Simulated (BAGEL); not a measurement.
# CH4GaS (SMILES [CH3][Ga][SH]): ROHF/def2-SVP (density fitting with qzvpp-jkfit)

What is the energy change on altering one bond length of CH4GaS at ROHF/def2-SVP (density fitting with qzvpp-jkfit)? 

The calculation is run with BAGEL 1.2.2.

3 further runs of the same task are left out: 2 that didn't finish, 1 set aside as unsound or not needed.

### Step 1. The system as given

CH4GaS: 7 atoms, total charge 0, spin state doublet. As SMILES, `[CH3][Ga][SH]`. Geometry: relaxed at PBE0-D4/def2-TZVP. This is one conformer, not always the lowest.

Bond lengths: C1–Ga2 1.996 Å, Ga2–S3 2.239 Å, C1–H4 1.093 Å, C1–H5 1.093 Å, C1–H6 1.089 Å, S3–H7 1.346 Å. Angles: C1–Ga2–S3 117.6°, Ga2–C1–H4 108.2°, Ga2–C1–H5 108.2°, Ga2–C1–H6 112.0°, Ga2–S3–H7 93.8°, H4–C1–H5 109.0°, H4–C1–H6 109.6°, H5–C1–H6 109.6°.

### Step 2. The energy at ROHF/def2-SVP (density fitting with qzvpp-jkfit)

Contents of calc.json:

```json
{ "bagel" : [

{
  "title" : "molecule",
  "basis" : "svp",
  "df_basis" : "qzvpp-jkfit",
  "angstrom" : true,
  "geometry" : [
    { "atom" : "C", "xyz" : [      -0.760700,       0.655100,      -0.343900 ] },
    { "atom" : "Ga", "xyz" : [       0.076900,      -0.018700,       1.337900 ] },
    { "atom" : "S", "xyz" : [       1.747300,      -1.497800,       1.144600 ] },
    { "atom" : "H", "xyz" : [      -1.160100,      -0.200800,      -0.893900 ] },
    { "atom" : "H", "xyz" : [       0.016300,       1.134100,      -0.945000 ] },
    { "atom" : "H", "xyz" : [      -1.560200,       1.367200,      -0.145000 ] },
    { "atom" : "H", "xyz" : [       1.701900,      -1.507300,      -0.200600 ] }
  ]
},

{ "title" : "rohf", "nopen" : 1 },

{ "title" : "print", "file" : "orbitals.molden", "orbitals" : true }

]}
```

Started as:

```
$ BAGEL_NUM_THREADS=1 BAGEL calc.json > calc.out
```

Log:

```text
* using 1 threads per process

  ===============================================================
  ===============================================================

  *** Geometry ***

  { "atom" : "C", "xyz" : [     -1.437515,      1.237960,     -0.649877 ] },
  { "atom" : "Ga", "xyz" : [      0.145320,     -0.035338,      2.528265 ] },
  { "atom" : "S", "xyz" : [      3.301918,     -2.830432,      2.162981 ] },
  { "atom" : "H", "xyz" : [     -2.192271,     -0.379457,     -1.689226 ] },
  { "atom" : "H", "xyz" : [      0.030803,      2.143138,     -1.785791 ] },
  { "atom" : "H", "xyz" : [     -2.948351,      2.583634,     -0.274010 ] },
  { "atom" : "H", "xyz" : [      3.216125,     -2.848384,     -0.379079 ] },

  Number of auxiliary basis functions:      541

  Since a DF basis is specified, we compute 2- and 3-index integrals:
    o Being stored without compression. Storage requirement is 0.031 GB

  Number of basis functions:       84
  Number of electrons      :       57

    * METHOD: MOLECULE                             0.28

  *** Open-shell HF ***

  === Nuclear Repulsion ===
   229.4077600551

      * DIIS with orbital gradients will be used.

  === ROHF iteration (svp) ===
      0      -2360.46058288          0.02592764           0.19
      1      -2360.55923082          0.01346547           0.18
      2      -2360.58007583          0.00662048           0.20
      3      -2360.58636612          0.00130697           0.18
      4      -2360.58741005          0.00061087           0.18
      5      -2360.58765841          0.00018219           0.18
      6      -2360.58771231          0.00005659           0.17
      7      -2360.58773219          0.00002386           0.17
      8      -2360.58773520          0.00000632           0.21
      9      -2360.58773657          0.00000219           0.18
     10      -2360.58773673          0.00000079           0.17
     11      -2360.58773683          0.00000036           0.16
     12      -2360.58773684          0.00000010           0.17
     13      -2360.58773685          0.00000005           0.16
     14      -2360.58773685          0.00000002           0.16
     15      -2360.58773685          0.00000001           0.16
    * SCF iteration converged.

    * S^2 (ROHF) is 0.7500

    * Permanent dipole moment:
           (    0.537876,    -0.457981,     0.433360) a.u.

    * METHOD: ROHF                                 3.10

    * METHOD: PRINT                                0.03

  ===============================================================
```

It took 3.9 s on 1 thread of AMD EPYC 7B13 (Zen 3), shared host; peak memory 0.14 GiB.

### Step 3. The distorted shape

Contents of input.json:

```json
{ "bagel": [

{
  "title": "molecule",
  "basis": "svp",
  "df_basis": "qzvpp-jkfit",
  "angstrom": true,
  "geometry": [
    { "atom": "C", "xyz": [   -1.011246,    0.876952,   -0.314907 ] },
    { "atom": "Ga", "xyz": [   -0.173646,    0.203152,    1.366893 ] },
    { "atom": "S", "xyz": [    1.747300,   -1.497800,    1.144600 ] },
    { "atom": "H", "xyz": [   -1.410646,    0.021052,   -0.864907 ] },
    { "atom": "H", "xyz": [   -0.234246,    1.355952,   -0.916007 ] },
    { "atom": "H", "xyz": [   -1.810746,    1.589052,   -0.116007 ] },
    { "atom": "H", "xyz": [    1.701900,   -1.507300,   -0.200600 ] }
  ]
},
{ "title": "rohf", "nopen": 1 },
{ "title": "print", "file": "orbitals.molden", "orbitals": true }

]}
```

Started as:

```
$ BAGEL_NUM_THREADS=1 BAGEL input.json > input.out
```

Log:

```text
* using 1 threads per process

  ===============================================================
  ===============================================================

  *** Geometry ***

  { "atom" : "C", "xyz" : [     -1.910978,      1.657199,     -0.595088 ] },
  { "atom" : "Ga", "xyz" : [     -0.328143,      0.383902,      2.583053 ] },
  { "atom" : "S", "xyz" : [      3.301918,     -2.830432,      2.162981 ] },
  { "atom" : "H", "xyz" : [     -2.665735,      0.039783,     -1.634437 ] },
  { "atom" : "H", "xyz" : [     -0.442661,      2.562378,     -1.731002 ] },
  { "atom" : "H", "xyz" : [     -3.421814,      3.002873,     -0.219221 ] },
  { "atom" : "H", "xyz" : [      3.216125,     -2.848384,     -0.379079 ] },

  Number of auxiliary basis functions:      541

  Since a DF basis is specified, we compute 2- and 3-index integrals:
    o Being stored without compression. Storage requirement is 0.031 GB

  Number of basis functions:       84
  Number of electrons      :       57

    * METHOD: MOLECULE                             0.31

  *** Open-shell HF ***

  === Nuclear Repulsion ===
   211.9226231937

      * DIIS with orbital gradients will be used.

  === ROHF iteration (svp) ===
      0      -2360.44159916          0.02552457           0.18
      1      -2360.54210092          0.01304093           0.18
      2      -2360.56319441          0.00653486           0.21
      3      -2360.56979846          0.00138143           0.19
      4      -2360.57123687          0.00072651           0.18
      5      -2360.57170525          0.00026189           0.18
      6      -2360.57182401          0.00007137           0.17
      7      -2360.57187241          0.00003182           0.18
      8      -2360.57187896          0.00000836           0.24
      9      -2360.57188085          0.00000306           0.17
     10      -2360.57188089          0.00000118           0.17
     11      -2360.57188102          0.00000056           0.17
     12      -2360.57188100          0.00000015           0.17
     13      -2360.57188101          0.00000007           0.16
     14      -2360.57188102          0.00000003           0.16
     15      -2360.57188102          0.00000001           0.17
    * SCF iteration converged.

    * S^2 (ROHF) is 0.7500

    * Permanent dipole moment:
           (    1.039183,    -0.901033,     0.394815) a.u.

    * METHOD: ROHF                                 3.11

    * METHOD: PRINT                                0.03

  ===============================================================
```

Wall time 3.9 s (1 thread of AMD EPYC 7B13 (Zen 3), shared host); peak memory 0.14 GiB.

### Step 4. Results

Level: ROHF/def2-SVP (density fitting with qzvpp-jkfit).

```
                                                          quantity           value
                                         first shape: total energy  -2360.58774 Eh
                                        first shape: dipole moment          2.11 D
                                                 first shape: ⟨S²⟩           0.750
                                     distorted shape: total energy  -2360.57188 Eh
                                    distorted shape: dipole moment          3.64 D
                                             distorted shape: ⟨S²⟩           0.750
energy change with the Ga2–S3 bond stretched from 2.239 to 2.575 Å        0.431 eV
```

In words: With the Ga2–S3 bond stretched from 2.239 to 2.575 Å the energy rises by 0.43 eV (9.9 kcal/mol). The first shape isn't relaxed at this level, so the change isn't measured from a minimum.
